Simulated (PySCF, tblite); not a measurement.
# C₅H₉FOSi: geometry, infrared bands and NMR shifts

Aim: predict the infrared bands and NMR shifts of C₅H₉FOSi (`C=CC[SiH2]O/C=C/F`).

Programs: tblite 0.8.0 and PySCF 2.14.0, with density-fitted response routines of our own. Each step states its level of theory. These are calculated values for one molecule in the gas phase, unless marked as measured. Atoms count from 0, in the outputs and in this text.

## Step 1: Starting geometry

17 atoms, charge 0, multiplicity 1; geometry from: force field or distance geometry start.

Bonds of the start (Å): C0–C1 1.32, C1–C2 1.52, C2–Si3 1.88, Si3–O4 1.67, O4–C5 1.37, C5–C6 1.34, C6–F7 1.35, C0–H8 1.09, C0–H9 1.09, C1–H10 1.09, C2–H11 1.09, C2–H12 1.10, Si3–H13 1.48, Si3–H14 1.48, C5–H15 1.07, C6–H16 1.09.

## Step 2: Geometry optimisation with GFN2-xTB

What the job is given:

```
{"job": {"kind": "relax", "xc": "GFN2-xTB", "basis": "xTB"}, "charge": 0, "multiplicity": 1}
C     -3.250800     0.913900     0.187000
C     -2.088200     0.534400     0.689300
C     -1.490200    -0.851200     0.526200
Si     0.165800    -0.903100    -0.352800
O      1.341800    -0.035700     0.458600
C      2.605500     0.052100    -0.064200
C      3.570500     0.744500     0.548000
F      4.818600     0.827800     0.047700
H     -3.869800     0.245700    -0.405800
H     -3.638900     1.920400     0.363200
H     -1.518100     1.238300     1.298100
H     -1.390800    -1.300000     1.518300
H     -2.201100    -1.487500    -0.020200
H      0.047000    -0.400800    -1.737600
H      0.611900    -2.315400    -0.440000
H      2.798900    -0.463400    -0.980800
H      3.481000     1.292100     1.481300
```

Launch:

```bash
OMP_NUM_THREADS=1 python probes_run.py task.json out
```

The driver reads the jobs from task.json and runs them one after another.

**Question.** This job is followed by: GFN2-xTB harmonic vibrations, gas phase; GIAO PBE0/pcSseg-1 NMR shielding, non-relativistic, gas phase. Predict these results of the whole session: strongest single infrared mode (GFN2-xTB); zero-point energy (GFN2-xTB); ¹³C shifts against TMS (PBE0/pcSseg-1); ¹H shifts against TMS (PBE0/pcSseg-1, means over atoms taken as alike); ²⁹Si shifts against TMS (PBE0/pcSseg-1); ¹⁷O shifts against H2O (PBE0/pcSseg-1); ¹⁹F shifts against CFCl3 (PBE0/pcSseg-1).

**Answer**, as computed:

| quantity | value |
| --- | --- |
| strongest single infrared mode (GFN2-xTB) | 1225 cm⁻¹, 524 km/mol |
| zero-point energy (GFN2-xTB) | 77.5 kcal/mol |
| ¹³C shifts against TMS (PBE0/pcSseg-1) | 153.7, 142.8, 138.8, 120.9, 26.7 ppm |
| ¹H shifts against TMS (PBE0/pcSseg-1, means over atoms taken as alike) | 7.39, 7.03, 6.38, 5.35, 5.31, 5.00, 1.80 ppm |
| ²⁹Si shifts against TMS (PBE0/pcSseg-1) | -8.6 ppm |
| ¹⁷O shifts against H2O (PBE0/pcSseg-1) | 58.8 ppm |
| ¹⁹F shifts against CFCl3 (PBE0/pcSseg-1) | -188.5 ppm |

Over 69 steps the energy fell by 0.164 eV; of the close pairs, Si3–O4 changed most, 1.671 to 1.637 Å. All 45 modes are real, so the xTB geometry is a minimum. GFN2-xTB is a fitted tight-binding method: band positions and strengths are rough. Its intensities can rank the bands wrongly. H16 (hydrogen on a β carbon of an enol-ether or enamine type C=C) lies farthest downfield among hydrogen, at 7.39 ppm; attached to an sp2 carbon and in the plane of the double bond. At PBE0/pcSseg-1: The widest tensor belongs to C1: span 246 ppm, with a paramagnetic part of -213 ppm.
